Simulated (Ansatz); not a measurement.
# C2H7AlBFO: a ladder of functionals and wavefunction methods

The task here is to estimate one member of a computed series from the others.

The runs use Ansatz 0.2.0, Gaussian basis; functionals in def2-TZVPP, the program's frozen cores in correlated methods.

Plan: PBE-D4, r2SCAN-D4, PBE0-D4, B3LYP-D4, ωB97X-V, ωB97M-V, B2PLYP; CCSD(T)/def2-TZVPP; MP2/def2-QZVPP; extrapolation to the limit.

### Structure used throughout

An earlier PBE0-D4 in a triple-zeta def2 set relaxation fixed the geometry.

13 atoms, charge 0, spin multiplicity 1.

Atoms are counted from 1 here; the program's logs count them from 0.

Bond lengths: B1–C2 1.536 Å, B1–O4 1.614 Å, B1–Al5 2.333 Å, B1–H7 1.249 Å, B1–H8 1.188 Å, C2–F3 1.356 Å, C2–O4 1.438 Å, C2–H9 1.087 Å, O4–Al5 1.823 Å, Al5–C6 1.936 Å, Al5–H7 1.946 Å, Al5–H10 1.577 Å, C6–H11 1.095 Å, C6–H12 1.094 Å, C6–H13 1.091 Å. Angles: C2–B1–O4 54.3°, C2–B1–Al5 90.3°, C2–B1–H7 113.9°, C2–B1–H8 127.8°, O4–B1–Al5 51.2°, O4–B1–H7 105.3°, O4–B1–H8 118.3°, Al5–B1–H7 56.5°, Al5–B1–H8 126.7°, H7–B1–H8 117.2°, B1–C2–F3 123.2°, B1–C2–O4 65.6°, B1–C2–H9 124.6°, F3–C2–O4 112.5°, F3–C2–H9 109.6°, O4–C2–H9 110.1°, B1–O4–C2 60.1°, B1–O4–Al5 85.3° and more.

Geometry (Å):

```csv
atom,x (Å),y (Å),z (Å)
B1,-0.8840,-0.6882,1.3117
C2,0.3661,-1.5212,0.9911
F3,0.7032,-1.8988,-0.2667
O4,0.6278,-0.1289,1.2364
Al5,-0.0405,1.0832,0.0500
C6,0.3585,0.9378,-1.8392
H7,-1.4567,-0.2279,0.3022
H8,-1.4623,-0.6110,2.3468
H9,0.9007,-2.1337,1.7120
H10,-0.4372,2.3887,0.8401
H11,1.3603,1.3295,-2.0454
H12,-0.3435,1.5302,-2.4334
H13,0.3277,-0.0946,-2.1908
```

Set-up of the first run:

in.yaml reads:

```yaml
crystal:
  periodic: [false, false, false]
  atoms:
    - {symbol: B, position_ang: [-0.883953, -0.688205, 1.311676]}
    - {symbol: C, position_ang: [0.366122, -1.521169, 0.991124]}
    - {symbol: F, position_ang: [0.703175, -1.898835, -0.266725]}
    - {symbol: O, position_ang: [0.627837, -0.128868, 1.236416]}
    - {symbol: Al, position_ang: [-0.040505, 1.083226, 0.050035]}
    - {symbol: C, position_ang: [0.358507, 0.937827, -1.839249]}
    - {symbol: H, position_ang: [-1.456743, -0.227900, 0.302176]}
    - {symbol: H, position_ang: [-1.462264, -0.610979, 2.346802]}
    - {symbol: H, position_ang: [0.900748, -2.133658, 1.711992]}
    - {symbol: H, position_ang: [-0.437184, 2.388679, 0.840054]}
    - {symbol: H, position_ang: [1.360288, 1.329536, -2.045414]}
    - {symbol: H, position_ang: [-0.343479, 1.530153, -2.433351]}
    - {symbol: H, position_ang: [0.327750, -0.094608, -2.190836]}
basis:
  gaussian: {orbitals: def2-TZVPP}
hamiltonian: {xc: pbe, dispersion: d4}
output: {forces: true, orbitals: {seedname: orbitals}}
```

Command:

```sh
> ansatz run in.yaml --threads 4 --pin off --events-out ev --progress --plain --max-ram 10444MiB
```

Steps of the session up to this table: PBE-D4 (GGA); r2SCAN-D4 (meta-GGA); PBE0-D4 (hybrid); B3LYP-D4 (hybrid); ωB97X-V (range-separated); ωB97M-V (range-separated); B2PLYP (double hybrid); CCSD(T) in def2-TZVPP; MP2 in def2-QZVPP.

One table of the session follows, with a row left open; its other results are not shown here.

It belongs to the step «Atomisation energies». 

| method | atomisation energy (kcal/mol) |
| --- | --- |
| PBE-D4 | 1165.7 |
| r2SCAN-D4 | 1152.2 |
| PBE0-D4 | 1144.7 |
| B3LYP-D4 | ? |
| ωB97X-V | 1146.8 |
| ωB97M-V | 1148.7 |
| B2PLYP | 1130.5 |
| HF/def2-TZVPP | 839.7 |
| MP2/def2-TZVPP | 1137.8 |
| CCSD/def2-TZVPP | 1097.8 |
| CCSD(T)/def2-TZVPP | 1114.9 |
| MP2/CBS | 1164.9 |
| CCSD(T)/CBS | 1142.0 |

Estimate the missing values for B3LYP-D4.

As computed: atomisation energy (kcal/mol): 1140.5. In the column «atomisation energy (kcal/mol)» it lies between MP2/def2-TZVPP (1137.8) and CCSD(T)/CBS (1142.0).
